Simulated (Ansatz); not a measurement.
# CH₈SeSi₂: basis-set convergence

The task here is to estimate one member of a computed series from the others.

The runs use Ansatz 0.2.0, Gaussian basis; one geometry, several basis sets.

Plan: PBE0-D4/def2-SVP; ωB97M-V/def2-SVP; PBE0-D4/def2-QZVPP; ωB97M-V/def2-QZVPP; the functionals' def2-TZVPP values are taken from earlier runs.

**The geometry**

The geometry comes from an earlier relaxation with PBE0-D4 in a triple-zeta def2 set; it is a stationary point, not always the lowest conformer.

SMILES `[SiH3][SiH2]C[SeH]`, 12 atoms, charge 0, spin multiplicity 1.

Atoms are counted from 1 here; the program's logs count them from 0.

Bond lengths: Si1–Si2 2.342 Å, Si1–H5 1.489 Å, Si1–H6 1.490 Å, Si1–H7 1.485 Å, Si2–C3 1.880 Å, Si2–H8 1.490 Å, Si2–H9 1.493 Å, C3–Se4 1.957 Å, C3–H10 1.090 Å, C3–H11 1.092 Å, Se4–H12 1.470 Å. Angles: Si2–Si1–H5 109.3°, Si2–Si1–H6 109.8°, Si2–Si1–H7 111.9°, H5–Si1–H6 108.3°, H5–Si1–H7 109.1°, H6–Si1–H7 108.4°, Si1–Si2–C3 109.5°, Si1–Si2–H8 110.3°, Si1–Si2–H9 110.9°, C3–Si2–H8 108.3°, C3–Si2–H9 110.1°, H8–Si2–H9 107.7°, Si2–C3–Se4 110.1°, Si2–C3–H10 113.6°, Si2–C3–H11 110.0°, Se4–C3–H10 109.9°, Se4–C3–H11 104.6°, H10–C3–H11 108.2° and more.

Coordinates:

| atom | x (Å) | y (Å) | z (Å) |
| --- | --- | --- | --- |
| Si1 | -1.11864 | 1.40949 | -0.60821 |
| Si2 | 0.00954 | 0.12577 | 0.99265 |
| C3 | 1.38590 | -0.84674 | 0.16053 |
| Se4 | 0.66213 | -1.89977 | -1.32146 |
| H5 | -0.13898 | 1.93013 | -1.60078 |
| H6 | -1.77950 | 2.57011 | 0.05141 |
| H7 | -2.15800 | 0.62043 | -1.31728 |
| H8 | -0.92639 | -0.84137 | 1.63313 |
| H9 | 0.57261 | 0.99296 | 2.06927 |
| H10 | 1.93609 | -1.49546 | 0.84225 |
| H11 | 2.09638 | -0.16264 | -0.30842 |
| H12 | -0.46424 | -2.45820 | -0.55908 |

The first run:

in.yaml reads:

```yaml
crystal:
  periodic: [false, false, false]
  atoms:
    - {symbol: Si, position_ang: [-1.118637, 1.409487, -0.608211]}
    - {symbol: Si, position_ang: [0.009539, 0.125774, 0.992649]}
    - {symbol: C, position_ang: [1.385898, -0.846743, 0.160530]}
    - {symbol: Se, position_ang: [0.662128, -1.899770, -1.321455]}
    - {symbol: H, position_ang: [-0.138984, 1.930135, -1.600782]}
    - {symbol: H, position_ang: [-1.779496, 2.570110, 0.051411]}
    - {symbol: H, position_ang: [-2.158002, 0.620428, -1.317282]}
    - {symbol: H, position_ang: [-0.926387, -0.841365, 1.633127]}
    - {symbol: H, position_ang: [0.572609, 0.992955, 2.069273]}
    - {symbol: H, position_ang: [1.936094, -1.495462, 0.842245]}
    - {symbol: H, position_ang: [2.096379, -0.162642, -0.308424]}
    - {symbol: H, position_ang: [-0.464241, -2.458205, -0.559084]}
basis:
  gaussian: {orbitals: def2-SVP}
hamiltonian: {xc: pbe0, dispersion: d4}
output: {orbitals: {seedname: orbitals}}
```

The run is started by

```
$ ansatz run in.yaml --threads 4 --pin off --events-out ev --progress --plain --max-ram 10444MiB
```

Steps of the session up to this table: PBE0-D4 in def2-SVP; ωB97M-V in def2-SVP; PBE0-D4 in def2-QZVPP; ωB97M-V in def2-QZVPP.

One table of the session follows, with a row left open; its other results are not shown here.

It belongs to the step «Functionals by basis». 

```
functional       basis  HOMO (eV)  LUMO (eV)
   PBE0-D4    def2-SVP      -6.60      -0.15
   PBE0-D4  def2-TZVPP      -6.69      -0.44
   PBE0-D4  def2-QZVPP      -6.71      -0.53
   ωB97M-V    def2-SVP      -8.76       1.77
   ωB97M-V  def2-TZVPP          ?          ?
   ωB97M-V  def2-QZVPP      -8.90       1.04
```

**Question.** Estimate the row for ωB97M-V, def2-TZVPP.

**Answer.** HOMO (eV): -8.88; LUMO (eV): 1.30. In the column «HOMO (eV)» it lies between ωB97M-V, def2-QZVPP (-8.90) and ωB97M-V, def2-SVP (-8.76).
